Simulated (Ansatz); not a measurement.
# One shape, several levels: triplet CH4ClFOSi

Aim: a comparison of 6 runs (UHF/3-21G, UB3LYP/6-31G*, UB3LYP/def2-SVP, UCAM-B3LYP/def2-SVP, UMP2/def2-SVP) of triplet CH4ClFOSi. 

The results are computed with Ansatz 0.2.0.

118 further runs of the same task are left out: 118 set aside as unsound or not needed.

### Step 1. Starting point

The species is CH4ClFOSi (9 atoms), meant as a triplet with charge 0. SMILES of the parent species: `C[Si](O)(F)Cl`. Geometry: relaxed at PBE0-D4/def2-TZVP. This is one conformer, not always the lowest. That shape belongs to the parent species and isn't relaxed for this state.

Bond lengths: C1–Si2 1.834 Å, Si2–O3 1.623 Å, Si2–F4 1.591 Å, Si2–Cl5 2.049 Å, C1–H6 1.091 Å, C1–H7 1.091 Å, C1–H8 1.092 Å, O3–H9 0.958 Å. Some angles: C1–Si2–O3 109.4°, C1–Si2–F4 110.3°, C1–Si2–Cl5 112.0°, O3–Si2–F4 109.9°, O3–Si2–Cl5 110.0°, F4–Si2–Cl5 105.2°, Si2–C1–H6 110.4°, Si2–C1–H7 110.5°, Si2–C1–H8 110.0°, Si2–O3–H9 119.2°.

### Step 2. A single-point energy at UHF/3-21G (run 1)

run.yaml

```yaml
crystal:
  periodic: [false, false, false]
  atoms:
    - {symbol: C, position_ang: [-1.142400, -0.178600, 0.512200]}
    - {symbol: Si, position_ang: [0.561300, 0.218400, -0.038000]}
    - {symbol: O, position_ang: [1.048100, -0.886600, -1.122500]}
    - {symbol: F, position_ang: [1.553300, 0.230300, 1.206200]}
    - {symbol: Cl, position_ang: [0.689400, 2.097500, -0.845100]}
    - {symbol: H, position_ang: [-1.833600, -0.141900, -0.331500]}
    - {symbol: H, position_ang: [-1.476300, 0.534700, 1.267700]}
    - {symbol: H, position_ang: [-1.171800, -1.182300, 0.942400]}
    - {symbol: H, position_ang: [1.860700, -0.738000, -1.608600]}
basis:
  gaussian:
    orbitals: 3-21G.json
accuracy: high
hamiltonian:
  xc: hf
output: {orbitals: {seedname: orbitals}}
magnetization:
  spin_polarized: true
  initial_magnetization: 2
```

The basis set 3-21G is read from a file made from the Basis Set Exchange's data (not shown).

Run with:

```sh
$ ansatz run run.yaml --threads 1 --pin off --max-ram 3480MiB --events-out events.jsonl --progress --plain --runs-dir runs
```

The program printed:

```text
Warning: RAYON_NUM_THREADS=1 ignored (pool sized by the plan → 1); use --threads N
Functional definition: HF
  name "HF"
  exchange = exact_x
  correlation = 0
1388 factors; integrals over basis functions are off by at most 6.9e-9 eV
mean field evaluation 1: about -26059.9379 eV, gradient 2.8e1 eV
mean field evaluation 2: about -26059.9434 eV, gradient 2.8e1 eV
mean field evaluation 4: about -26063.6060 eV, gradient 2.8e0 eV
mean field evaluation 8: about -26064.4757 eV, gradient 1.6e0 eV
mean field evaluation 16: about -26064.9298 eV, gradient 1.2e-1 eV
mean field evaluation 32: about -26064.9418 eV, gradient 2.1e-3 eV
mean field evaluation 64: about -26064.8022 eV, gradient 4.2e0 eV
mean field evaluation 96: about -26064.9316 eV, gradient 2.9e-1 eV
mean field evaluation 128: about -26063.8987 eV, gradient 1.3e0 eV
mean field evaluation 160: about -26065.7400 eV, gradient 1.4e-1 eV
mean field evaluation 192: about -26064.2981 eV, gradient 1.8e0 eV
mean field evaluation 224: about -26064.9032 eV, gradient 3.7e-1 eV
mean field evaluation 256: about -26064.8542 eV, gradient 6.1e-1 eV
mean field evaluation 288: about -26065.3726 eV, gradient 9.3e-1 eV
mean field evaluation 320: about -26064.8719 eV, gradient 1.0e0 eV
mean field evaluation 352: about -26064.9380 eV, gradient 1.2e-1 eV
mean field evaluation 384: about -26061.8156 eV, gradient 9.3e0 eV
mean field -26065.74382693 eV, -957.8984176440 hartree, gradient 7.3e-8 eV, S^2 2.003707; 6 other end points of the search recorded, 0 dependent functions left out
reference -26065.74382693 eV, -957.8984176440 hartree; 30, 28 occupied and 31, 33 virtual orbitals, 1388 factors
Total energy: -26065.74382693 eV, -957.8984176440 hartree
```

Run time: 9.9 s. Hardware: 1 thread of Arm Neoverse V2, shared host; peak memory 0.21 GiB.

### Step 3. The energy at UB3LYP/6-31G(d) (spherical functions) (run 2)

input.yaml

```yaml
crystal:
  periodic: [false, false, false]
  atoms:
    - {symbol: C, position_ang: [-1.142400, -0.178600, 0.512200]}
    - {symbol: Si, position_ang: [0.561300, 0.218400, -0.038000]}
    - {symbol: O, position_ang: [1.048100, -0.886600, -1.122500]}
    - {symbol: F, position_ang: [1.553300, 0.230300, 1.206200]}
    - {symbol: Cl, position_ang: [0.689400, 2.097500, -0.845100]}
    - {symbol: H, position_ang: [-1.833600, -0.141900, -0.331500]}
    - {symbol: H, position_ang: [-1.476300, 0.534700, 1.267700]}
    - {symbol: H, position_ang: [-1.171800, -1.182300, 0.942400]}
    - {symbol: H, position_ang: [1.860700, -0.738000, -1.608600]}
basis:
  gaussian:
    orbitals: 6-31G_st_-spherical.json
magnetization:
  spin_polarized: true
  initial_magnetization: 2
hamiltonian:
  xc: {name: B3LYP}
accuracy: high
output: {orbitals: {seedname: orbitals}}
```

The basis set 6-31G* is read from a file made from the Basis Set Exchange's data (not shown).

Run with:

```sh
$ ansatz run input.yaml --threads 1 --pin off --max-ram 3480MiB --events-out events.jsonl --progress --plain --runs-dir runs
```

The program printed:

```text
Warning: RAYON_NUM_THREADS=1 ignored (pool sized by the plan → 1); use --threads N
Functional definition: B3LYP
  name "B3LYP"
  parameter a0 = 0.2
  parameter ax = 0.72
  parameter ac = 0.81
  exchange = (1 - a0 - ax)*slater_x + ax*b88_x + a0*exact_x
  correlation = (1 - ac)*vwn_rpa_c + ac*lyp_c
1931 factors; integrals over basis functions are off by at most 5.8e-9 eV
mean field evaluation 1: about -26249.6184 eV, gradient 5.3e1 eV
mean field evaluation 2: about -26210.0530 eV, gradient 1.1e2 eV
mean field evaluation 4: about -26258.3125 eV, gradient 2.7e1 eV
mean field evaluation 8: about -26262.1250 eV, gradient 2.3e0 eV
mean field evaluation 16: about -26262.4595 eV, gradient 3.2e-1 eV
mean field evaluation 32: about -26262.4614 eV, gradient 3.0e-4 eV
mean field evaluation 64: about -26262.3032 eV, gradient 1.2e0 eV
mean field -26262.46136369 eV, -965.1276537798 hartree, gradient 6.4e-8 eV, S^2 2.005374; 7 other end points of the search recorded, 0 dependent functions left out
reference -26262.46140356 eV, -965.1276552450 hartree; 30, 28 occupied and 56, 58 virtual orbitals, 1931 factors
Total energy: -26262.46140356 eV, -965.1276552450 hartree
```

Wall time 35 s (1 thread of Arm Neoverse V2, shared host); peak memory 0.47 GiB.

Runs 3 to 4 aren't shown in full; the table further down has their settings and results.

### Step 4. The energy at UCAM-B3LYP/def2-SVP (run 5)

Edit input.yaml of step 3 so:

```diff
@@ -13,9 +13,5 @@
 basis:
-  gaussian:
-    orbitals: 6-31G_st_-spherical.json
-magnetization:
-  spin_polarized: true
-  initial_magnetization: 2
-hamiltonian:
-  xc: {name: B3LYP}
+  gaussian: {orbitals: def2-SVP}
+hamiltonian: {xc: {name: CAM-B3LYP}}
+magnetization: {spin_polarized: true, initial_magnetization: 2}
 accuracy: high
```

Run with:

```sh
$ ansatz run input.yaml --threads 1 --pin off --max-ram 3480MiB --events-out events.jsonl --progress --plain --runs-dir runs
```

The program printed (excerpt; [...] marks lines left out):

```text
Warning: RAYON_NUM_THREADS=1 ignored (pool sized by the plan → 1); use --threads N
Functional definition: CAM-B3LYP
  name "CAM-B3LYP"
[...]
2121 factors; integrals over basis functions are off by at most 8.4e-9 eV
423 factors; integrals over basis functions are off by at most 1.7e-9 eV
[...]
mean field -26250.17603824 eV, -964.6761763968 hartree, gradient 2.4e-8 eV, S^2 2.006198; 6 other end points of the search recorded, 0 dependent functions left out
reference -26250.17605767 eV, -964.6761771109 hartree; 30, 28 occupied and 68, 70 virtual orbitals, 2121 factors
Total energy: -26250.17605767 eV, -964.6761771109 hartree
```

It took 31 s on 1 thread of Arm Neoverse V2, shared host; peak memory 0.61 GiB.

### Step 5. The energy at UMP2/def2-SVP (run 6)

job.yaml

```yaml
crystal:
  periodic: [false, false, false]
  atoms:
    - {symbol: C, position_ang: [-1.142400, -0.178600, 0.512200]}
    - {symbol: Si, position_ang: [0.561300, 0.218400, -0.038000]}
    - {symbol: O, position_ang: [1.048100, -0.886600, -1.122500]}
    - {symbol: F, position_ang: [1.553300, 0.230300, 1.206200]}
    - {symbol: Cl, position_ang: [0.689400, 2.097500, -0.845100]}
    - {symbol: H, position_ang: [-1.833600, -0.141900, -0.331500]}
    - {symbol: H, position_ang: [-1.476300, 0.534700, 1.267700]}
    - {symbol: H, position_ang: [-1.171800, -1.182300, 0.942400]}
    - {symbol: H, position_ang: [1.860700, -0.738000, -1.608600]}
basis:
  gaussian:
    orbitals: def2-SVP
magnetization:
  spin_polarized: true
  initial_magnetization: 2
correlation:
  method: mp2
  frozen_orbitals: {C: 1, Cl: 5, F: 1, H: 0, O: 1, Si: 5}
accuracy: high
```

Run with:

```sh
$ ansatz run job.yaml --threads 1 --pin off --max-ram 3480MiB --events-out events.jsonl --progress --plain --runs-dir runs
```

The program printed (excerpt; [...] marks lines left out):

```text
Warning: RAYON_NUM_THREADS=1 ignored (pool sized by the plan → 1); use --threads N
[... 2 set-up lines as earlier in the session ...]
[...]
2121 factors; integrals over basis functions are off by at most 8.4e-9 eV
[...]
mean field -26188.54311354 eV, -962.4112081904 hartree, gradient 2.1e-8 eV, S^2 2.005947; 16 other end points of the search recorded, 0 dependent functions left out
13 core orbitals not correlated: weight in the atoms' cores, before any rotation towards them, 1.000 or more for the frozen orbitals, at most 0.000 for the correlated occupied ones
reference -26188.54311354 eV, -962.4112081904 hartree; 17, 15 occupied and 68, 70 virtual orbitals, 2121 factors
second order -19.01830574 eV of doubles, -0.00000000 eV of singles
Total energy: -26207.56141928 eV, -963.1101180354 hartree
```

Run time: 62 s. Hardware: 1 thread of Arm Neoverse V2, shared host; peak memory 0.56 GiB.

### Step 6. Overview of the runs

```csv
run,level,Cartesian functions,frozen core orbitals,energy (Eh),HOMO energy (eV),⟨S²⟩,wall time
1,UHF/3-21G,no,–,-957.898418,-3.74,2.004,9.9 s
2,UB3LYP/6-31G* (spherical functions),no,–,-965.127655,-1.07,2.005,35 s
3,UB3LYP/6-31G* (Cartesian functions),yes,–,-965.137293,-1.11,2.005,34 s
4,UB3LYP/def2-SVP,no,–,-964.771175,-1.16,2.006,36 s
5,UCAM-B3LYP/def2-SVP,no,–,-964.676177,-2.57,2.006,31 s
6,UMP2/def2-SVP,no,13,-963.110118,–,2.006,62 s
```

### Step 7. Outcome

| quantity | value |
| --- | --- |
| run 6: total energy | -963.11012 Eh |
| run 6: correlation energy (13 core orbitals frozen) | -698.9 mEh |
| run 6: ⟨S²⟩ of the reference determinant | 2.006 |

In words: Totals of different functionals can't be ranked against each other. All runs together took 3.5 min, the longest 62 s.
